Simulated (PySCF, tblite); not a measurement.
# C₃H₁₁NSi₂: dynamics, then NMR shifts on frames, part 2 of 2

tblite 0.8.0 and PySCF 2.14.0. Atoms count from 0.

## 5. Nuclear shieldings: 625 fs, PBE0/pcSseg-1

The job: settings as JSON, then the geometry in Å.

```
{"job": {"kind": "nmr", "xc": "PBE0", "basis": "pcSseg-1", "pop": false}, "charge": 0, "multiplicity": 1}
C      2.076800     0.397000    -0.087300
C      1.137000     0.365600     0.836500
C     -0.208100    -0.358200     0.678400
Si    -1.892300     0.624700     0.221200
N     -1.311500     2.286400     0.184400
Si    -3.117000     0.009000     2.010700
H      3.017000     0.916600     0.040300
H      2.074400    -0.094700    -1.045200
H      1.311800     0.798600     1.859600
H     -0.070300    -1.020800    -0.224500
H     -0.470500    -0.930400     1.573900
H     -2.061400    -0.013200    -1.095000
H     -0.373400     2.232500    -0.058700
H     -1.677400     3.088000    -0.336500
H     -2.423100     0.600300     3.213800
H     -3.162300    -1.501900     2.246300
H     -4.637900     0.455900     2.012800
```

Level: GIAO PBE0/pcSseg-1 NMR shielding, non-relativistic, gas phase.

Log:

```text
coarse grid: 14392 points
cycle   1  E = -754.0418854597  dE =  2.006e-01  |g| = 5.177e-01  |ddm| = 3.568e+00
cycle   2  E = -753.9952400525  dE =  4.665e-02  |g| = 6.840e-01  |ddm| = 1.304e+00
cycle   3  E = -754.1064971174  dE = -1.113e-01  |g| = 5.919e-02  |ddm| = 8.700e-01
cycle   4  E = -754.1071436391  dE = -6.465e-04  |g| = 2.941e-02  |ddm| = 9.597e-02
cycle   5  E = -754.1073503358  dE = -2.067e-04  |g| = 6.057e-03  |ddm| = 3.041e-02
cycle   6  E = -754.1073582237  dE = -7.888e-06  |g| = 2.687e-03  |ddm| = 7.353e-03
final grid: 127560 points
cycle   7  E = -754.1397173009  dE = -1.868e-05  |g| = 7.970e-03  |ddm| = 2.469e-02
cycle   8  E = -754.1397026006  dE =  1.470e-05  |g| = 1.122e-02  |ddm| = 1.680e-02
cycle   9  E = -754.1397317123  dE = -2.911e-05  |g| = 1.051e-03  |ddm| = 1.033e-02
cycle  10  E = -754.1397319860  dE = -2.738e-07  |g| = 2.798e-04  |ddm| = 1.125e-03
cycle  11  E = -754.1397320052  dE = -1.917e-08  |g| = 7.998e-05  |ddm| = 3.290e-04
cycle  12  E = -754.1397320066  dE = -1.378e-09  |g| = 2.582e-05  |ddm| = 9.244e-05
cycle  13  E = -754.1397320067  dE = -1.478e-10  |g| = 5.248e-06  |ddm| = 2.971e-05
converged SCF energy = -754.1397320067

GIAO shielding tensors (ppm)
atom      isotropic    diamagn.    paramagn.     s11        s22        s33       span
  0 C       67.164     254.272    -187.108    -37.866     79.325    160.033    197.898
  1 C       43.569     255.752    -212.183    -68.583     40.470    158.821    227.404
  2 C      152.593     256.404    -103.811    118.307    152.813    186.659     68.351
  3 Si     383.630     881.564    -497.934    334.334    382.501    434.055     99.721
  4 N      264.240     319.736     -55.496    237.821    251.055    303.843     66.022
  5 Si     447.870     878.925    -431.055    433.148    437.189    473.273     40.125
  6 H       26.491      29.380      -2.888     23.813     25.255     30.406      6.593
  7 H       26.251      33.035      -6.784     23.446     25.428     29.878      6.432
  8 H       24.728      30.480      -5.751     22.373     24.162     27.651      5.278
  9 H       28.324      34.488      -6.165     24.242     28.270     32.460      8.218
 10 H       29.602      34.559      -4.957     24.617     30.180     34.009      9.392
 11 H       26.311      31.091      -4.780     23.196     24.012     31.725      8.530
 12 H       32.702      36.978      -4.276     22.207     30.970     44.929     22.722
 13 H       31.119      29.112       2.007     23.605     26.182     43.569     19.964
 14 H       27.332      28.270      -0.938     24.256     25.996     31.743      7.488
 15 H       27.277      28.401      -1.124     24.150     25.670     32.012      7.863
 16 H       26.565      25.726       0.839     23.368     24.321     32.005      8.637
```

Run time: 15 s. Hardware: 1 thread of Arm Neoverse V2, shared host; peak memory 0.81 GiB.

Key values: δ C1 143.4, C0 119.8, C2 34.3, Si3 -34.5, H8 6.99, H7 5.47 ppm.

## 6. Nuclear shieldings: 800 fs, PBE0/pcSseg-1

The job: settings as JSON, then the geometry in Å.

```
{"job": {"kind": "nmr", "xc": "PBE0", "basis": "pcSseg-1", "pop": false}, "charge": 0, "multiplicity": 1}
C      1.779700     0.690900     0.516800
C      0.822400    -0.104000     1.063600
C     -0.348700    -0.734500     0.336400
Si    -2.055600     0.243800     0.689400
N     -1.691600     1.828000     0.174500
Si    -3.191900     0.648700     2.685300
H      2.391800     1.136700     1.251200
H      1.882800     0.842800    -0.521200
H      0.787000    -0.176600     2.121200
H     -0.149200    -0.620500    -0.716100
H     -0.388000    -1.766600     0.733400
H     -3.054000    -0.461500    -0.291200
H     -1.254200     1.945300    -0.680000
H     -2.454100     2.540100     0.354100
H     -2.551800     0.883200     3.896300
H     -4.009100    -0.467700     2.867900
H     -4.191700     1.697200     2.442500
```

Method: GIAO PBE0/pcSseg-1 NMR shielding, non-relativistic, gas phase.

Log:

```text
coarse grid: 14392 points
cycle   1  E = -754.0380383467  dE =  3.013e-01  |g| = 5.268e-01  |ddm| = 3.576e+00
cycle   2  E = -753.9951198243  dE =  4.292e-02  |g| = 6.847e-01  |ddm| = 1.084e+00
cycle   3  E = -754.1039816294  dE = -1.089e-01  |g| = 6.676e-02  |ddm| = 7.125e-01
cycle   4  E = -754.1049468553  dE = -9.652e-04  |g| = 2.700e-02  |ddm| = 9.263e-02
cycle   5  E = -754.1051171177  dE = -1.703e-04  |g| = 7.924e-03  |ddm| = 2.884e-02
cycle   6  E = -754.1051314159  dE = -1.430e-05  |g| = 3.667e-03  |ddm| = 9.956e-03
cycle   7  E = -754.1051348400  dE = -3.424e-06  |g| = 5.480e-04  |ddm| = 3.239e-03
final grid: 127560 points
cycle   8  E = -754.1371288341  dE = -2.757e-05  |g| = 7.666e-03  |ddm| = 2.112e-02
cycle   9  E = -754.1371213010  dE =  7.533e-06  |g| = 9.590e-03  |ddm| = 1.522e-02
cycle  10  E = -754.1371430131  dE = -2.171e-05  |g| = 8.781e-04  |ddm| = 8.843e-03
cycle  11  E = -754.1371431785  dE = -1.654e-07  |g| = 2.118e-04  |ddm| = 9.128e-04
cycle  12  E = -754.1371431881  dE = -9.610e-09  |g| = 6.277e-05  |ddm| = 2.131e-04
cycle  13  E = -754.1371431889  dE = -8.060e-10  |g| = 3.040e-05  |ddm| = 8.129e-05
converged SCF energy = -754.1371431889

GIAO shielding tensors (ppm)
atom      isotropic    diamagn.    paramagn.     s11        s22        s33       span
  0 C       62.021     255.018    -192.997    -67.499     91.582    161.979    229.478
  1 C       29.790     259.629    -229.838   -102.387     34.667    157.092    259.479
  2 C      150.564     252.073    -101.509    122.988    157.374    171.331     48.342
  3 Si     370.847     878.869    -508.022    332.047    354.316    426.179     94.133
  4 N      244.696     317.401     -72.706    197.291    251.064    285.732     88.441
  5 Si     472.830     880.053    -407.223    444.237    479.531    494.721     50.484
  6 H       26.297      30.543      -4.246     21.455     25.505     31.932     10.477
  7 H       26.092      33.691      -7.599     20.831     26.814     30.632      9.801
  8 H       25.487      33.596      -8.109     21.969     24.778     29.714      7.744
  9 H       29.436      34.212      -4.776     26.312     28.939     33.058      6.746
 10 H       28.731      30.659      -1.928     25.221     27.127     33.845      8.624
 11 H       25.463      28.114      -2.652     22.825     23.099     30.464      7.640
 12 H       32.848      35.080      -2.232     24.673     29.670     44.201     19.528
 13 H       30.179      28.663       1.516     22.081     28.459     39.997     17.917
 14 H       29.489      29.867      -0.378     25.716     27.145     35.607      9.891
 15 H       29.526      29.354       0.172     26.129     26.944     35.505      9.377
 16 H       28.506      28.442       0.065     25.009     26.803     33.706      8.697
```

Wall time 15 s (1 thread of Arm Neoverse V2, shared host); peak memory 0.8 GiB.

Key values: δ C1 157.1, C0 124.9, C2 36.4, Si3 -21.7, H11 6.25, H8 6.23 ppm.

## 7. Nuclear shieldings: 1000 fs, PBE0/pcSseg-1

The job: settings as JSON, then the geometry in Å.

```
{"job": {"kind": "nmr", "xc": "PBE0", "basis": "pcSseg-1", "pop": false}, "charge": 0, "multiplicity": 1}
C      1.499800     1.284400     1.149100
C      0.350900     0.699700     1.394900
C     -0.545300     0.057400     0.314700
Si    -2.462400     0.533900     0.564000
N     -2.263700     2.193900    -0.130700
Si    -3.011800     0.458800     2.847200
H      2.108900     1.685100     1.917700
H      1.816500     1.273700     0.156800
H      0.132900     0.726900     2.437300
H     -0.063300     0.194400    -0.740800
H     -0.370400    -1.026900     0.373700
H     -3.390700    -0.131900    -0.315400
H     -1.756000     2.840900     0.439900
H     -3.162700     2.707600    -0.379800
H     -2.216200    -0.203000     3.899600
H     -4.352600     0.074200     3.006300
H     -2.972800     1.877900     3.022000
```

With the program's defaults for keys left out, this is: GIAO PBE0/pcSseg-1 NMR shielding, non-relativistic, gas phase.

Log:

```text
coarse grid: 14392 points
cycle   1  E = -754.0316405402  dE =  2.173e-01  |g| = 5.250e-01  |ddm| = 3.582e+00
cycle   2  E = -753.9694414238  dE =  6.220e-02  |g| = 7.315e-01  |ddm| = 1.400e+00
cycle   3  E = -754.0982606469  dE = -1.288e-01  |g| = 8.958e-02  |ddm| = 9.962e-01
cycle   4  E = -754.1000277936  dE = -1.767e-03  |g| = 2.876e-02  |ddm| = 1.207e-01
cycle   5  E = -754.1002274371  dE = -1.996e-04  |g| = 5.737e-03  |ddm| = 2.982e-02
cycle   6  E = -754.1002358769  dE = -8.440e-06  |g| = 1.961e-03  |ddm| = 8.186e-03
final grid: 127560 points
cycle   7  E = -754.1317751053  dE = -2.506e-05  |g| = 7.324e-03  |ddm| = 2.171e-02
cycle   8  E = -754.1317639790  dE =  1.113e-05  |g| = 9.992e-03  |ddm| = 1.722e-02
cycle   9  E = -754.1317884296  dE = -2.445e-05  |g| = 1.048e-03  |ddm| = 1.026e-02
cycle  10  E = -754.1317886780  dE = -2.484e-07  |g| = 2.597e-04  |ddm| = 1.110e-03
cycle  11  E = -754.1317886930  dE = -1.507e-08  |g| = 8.342e-05  |ddm| = 2.448e-04
cycle  12  E = -754.1317886946  dE = -1.539e-09  |g| = 3.021e-05  |ddm| = 9.284e-05
cycle  13  E = -754.1317886948  dE = -2.178e-10  |g| = 8.786e-06  |ddm| = 3.848e-05
converged SCF energy = -754.1317886948

GIAO shielding tensors (ppm)
atom      isotropic    diamagn.    paramagn.     s11        s22        s33       span
  0 C       60.438     257.486    -197.048    -63.968     90.548    154.733    218.701
  1 C       40.644     258.101    -217.457    -91.162     56.319    156.775    247.937
  2 C      148.796     252.702    -103.906    134.261    148.905    163.222     28.961
  3 Si     364.347     878.846    -514.499    310.370    366.481    416.191    105.821
  4 N      238.902     312.637     -73.735    222.718    233.723    260.265     37.547
  5 Si     468.072     880.238    -412.166    444.527    471.072    488.617     44.090
  6 H       26.333      31.247      -4.914     22.299     25.799     30.901      8.602
  7 H       26.742      35.063      -8.321     21.866     26.132     32.229     10.363
  8 H       25.688      34.055      -8.368     21.816     24.122     31.124      9.308
  9 H       27.774      32.273      -4.499     25.205     25.955     32.162      6.957
 10 H       29.407      33.210      -3.803     26.183     27.169     34.868      8.685
 11 H       26.795      29.393      -2.598     23.498     24.958     31.930      8.432
 12 H       31.664      32.076      -0.412     24.794     29.655     40.544     15.749
 13 H       30.161      25.915       4.246     23.539     25.961     40.982     17.443
 14 H       27.966      29.384      -1.419     24.566     26.245     33.085      8.519
 15 H       29.301      29.380      -0.079     25.770     26.755     35.377      9.607
 16 H       28.917      29.014      -0.097     25.846     27.790     33.116      7.270
```

Run time: 15 s. Hardware: 1 thread of Arm Neoverse V2, shared host; peak memory 0.81 GiB.

This run: δ C1 146.3, C0 126.5, C2 38.1, Si3 -15.2, H8 6.03, H6 5.38 ppm.

## 8. Run by run: NMR shifts

Shifts (ppm) of some atoms, chosen among heavy atoms and hydrogens apart, with basis size and wall time:

```
  frame     C1     C0   H16    H9    Si3     Si5    N4  functions  time
 250 fs  136.0  111.1  4.31  1.11  -25.2  -115.9  20.9        171  15 s
 425 fs  153.4  122.2  3.64  4.22  -35.1  -127.5   7.9        171  15 s
 625 fs  143.4  119.8  5.15  3.39  -34.5   -98.7   3.5        171  15 s
 800 fs  157.1  124.9  3.21  2.28  -21.7  -123.7  23.0        171  15 s
1000 fs  146.3  126.5  2.80  3.94  -15.2  -118.9  28.8        171  15 s
```

## 9. Results

The summary covers parts 1 to 2.

| quantity | value |
| --- | --- |
| thermostat | 400 K |
| mean temperature, second half | 431 K |
| mean potential energy above the minimum | 0.83 eV |
| 13C shifts against TMS (PBE0/pcSseg-1, 250 fs) | 136.0, 111.1, 35.6 ppm |
| 1H shifts against TMS (PBE0/pcSseg-1, 250 fs) | 6.04, 5.51, 5.06, 4.78, 4.31, 4.25, 3.97, 1.85, 1.11, 1.02, 0.55 ppm |
| 29Si shifts against TMS (PBE0/pcSseg-1, 250 fs) | -25.2, -115.9 ppm |
| 15N shifts against NH3 (PBE0/pcSseg-1, 250 fs) | 20.9 ppm |
| range of the shift of Si5 | -127.5 to -98.7 ppm |

In the second half the potential energy averages 0.83 eV above the minimum; equipartition over 45 harmonic modes at 400 K would give 0.78 eV. With 17 atoms the temperature swings widely (255 to 560 K). Shifts at one fixed geometry are not the observed spectrum, which averages over the motion. In the first frame run (250 fs): The widest tensor belongs to C1: span 228 ppm, with a paramagnetic part of -210 ppm. Across the 5 runs the shift of Si5 moves most, between -127.5 (425 fs) and -98.7 ppm (625 fs).
